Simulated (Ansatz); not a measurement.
# CCl3F3Si: the cost of one run

Program: Ansatz 0.2.0, Gaussian basis. Level of theory: the settings change from run to run. These are calculated values, not measurements.

### 1 The molecule

An earlier PBE0-D4 in a triple-zeta def2 set relaxation fixed the geometry.

SMILES `FC(F)(F)[Si](Cl)(Cl)Cl`, 8 atoms, charge 0, spin multiplicity 1.

Atoms are counted from 1 here; the program's logs count them from 0.

Bond lengths: F1–C2 1.339 Å, C2–F3 1.339 Å, C2–F4 1.339 Å, C2–Si5 1.931 Å, Si5–Cl6 2.018 Å, Si5–Cl7 2.018 Å, Si5–Cl8 2.018 Å. Angles: F1–C2–F3 107.6°, F1–C2–F4 107.6°, F1–C2–Si5 111.3°, F3–C2–F4 107.6°, F3–C2–Si5 111.3°, F4–C2–Si5 111.3°, C2–Si5–Cl6 107.9°, C2–Si5–Cl7 107.9°, C2–Si5–Cl8 107.9°, Cl6–Si5–Cl7 111.0°, Cl6–Si5–Cl8 111.0°, Cl7–Si5–Cl8 111.0°.

### 2 HF/def2-SVPD

This run has atoms shaken by 0.03 Å, a point charge of -1.00 e beside it.

The input, in.yaml:

```yaml
crystal:
  periodic: [false, false, false]
  atoms:
    - {symbol: F, position_ang: [0.539731, -0.959061, 1.596367]}
    - {symbol: C, position_ang: [0.773391, -0.613137, 0.335508]}
    - {symbol: F, position_ang: [0.735933, -1.784528, -0.430166]}
    - {symbol: F, position_ang: [1.985985, -0.035283, 0.163289]}
    - {symbol: Si, position_ang: [-0.677173, 0.511879, -0.324599]}
    - {symbol: Cl, position_ang: [-0.571016, 2.188849, 0.874013]}
    - {symbol: Cl, position_ang: [-0.354317, 0.957900, -2.182229]}
    - {symbol: Cl, position_ang: [-2.406799, -0.380498, -0.072615]}
basis:
  gaussian: {orbitals: def2-SVPD, point_charges: [{charge: -1.00, position_ang: [6.928, 0.705, -0.981]}]}
hamiltonian: {xc: {name: HF}}
output: {forces: true}
```

On the command line:

```bash
$ ansatz run in.yaml --threads 4 --pin off --events-out ev --progress --plain --max-ram 11315MiB
```

**Question.** How long does this run take on 4 threads of Arm Neoverse V1, shared host, and how much memory does it need?

About 3.5 s, with a peak of 0.67 GiB.
